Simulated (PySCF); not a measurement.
# H4NOOs (Os(H)4(NO)-): the cost of one run

Method: TPSS, Os def2-SVP with ECP60, H def2-SVP, N def2-SVP, O def2-SVP; scalar-relativistic core potentials, no spin–orbit coupling; program: PySCF 2.14.0.

4 further runs of the same task are left out: 2 for a known fault of the program, 1 that didn't finish, 1 set aside as unsound or not needed.

### Step 1. The starting structure

7 atoms, charge -1, spin multiplicity 1.

Bond lengths: Os1–H2 1.720 Å, Os1–H3 1.720 Å, Os1–H4 1.720 Å, Os1–H5 1.720 Å, Os1–N6 1.754 Å, N6–O7 1.170 Å. Angles: H2–Os1–H3 103.1°, H2–Os1–H4 103.1°, H2–Os1–H5 103.1°, H2–Os1–N6 103.1°, H3–Os1–H4 87.0°, H3–Os1–H5 153.7°, H3–Os1–N6 87.0°, H4–Os1–H5 87.0°, H4–Os1–N6 153.7°, H5–Os1–N6 87.0°, Os1–N6–O7 180.0°.

As a file:

```xyz
7

Os    0.0000    0.0000    0.0000
H     0.0000    0.0000    1.7200
H     1.6750    0.0000   -0.3908
H     0.0000    1.6750   -0.3908
H    -1.6750    0.0000   -0.3908
N     0.0000   -1.7085   -0.3986
O     0.0000   -2.8479   -0.6644
```

Formal oxidation states: Os +2.

### Step 2. SCF at the start, singlet

The input, run.py (the lines that set the calculation):

```python
mol = gto.M(atom='''
Os     0.00000     0.00000     0.00000
H      0.00000     0.00000     1.72000
H      1.67500     0.00000    -0.39080
H      0.00000     1.67500    -0.39080
H     -1.67500     0.00000    -0.39080
N      0.00000    -1.70850    -0.39860
O      0.00000    -2.84790    -0.66440''',
    basis={'Os': 'def2-SVP', 'H': 'def2-SVP', 'N': 'def2-SVP', 'O': 'def2-SVP'},
    ecp={'Os': 'def2-SVP'},
    charge=-1, spin=0)
mf = dft.RKS(mol, xc='TPSS')
mf.grids.atom_grid = (50, 194)
mf = mf.density_fit()  # fitting sets: Os def2-universal-JKFIT, H def2-universal-JKFIT, N def2-universal-JKFIT, O def2-universal-JKFIT
mf.conv_tol = 1e-08; mf.max_cycle = 55
mf.kernel(dm0)  # dm0: free metal ions and neutral atoms
```

The run is started by

```bash
$ OMP_NUM_THREADS=2 python run.py
```

Q: Estimate wall time and peak memory on 2 threads of Arm Neoverse V1, shared host.

About 15 s, with a peak of 0.69 GiB.
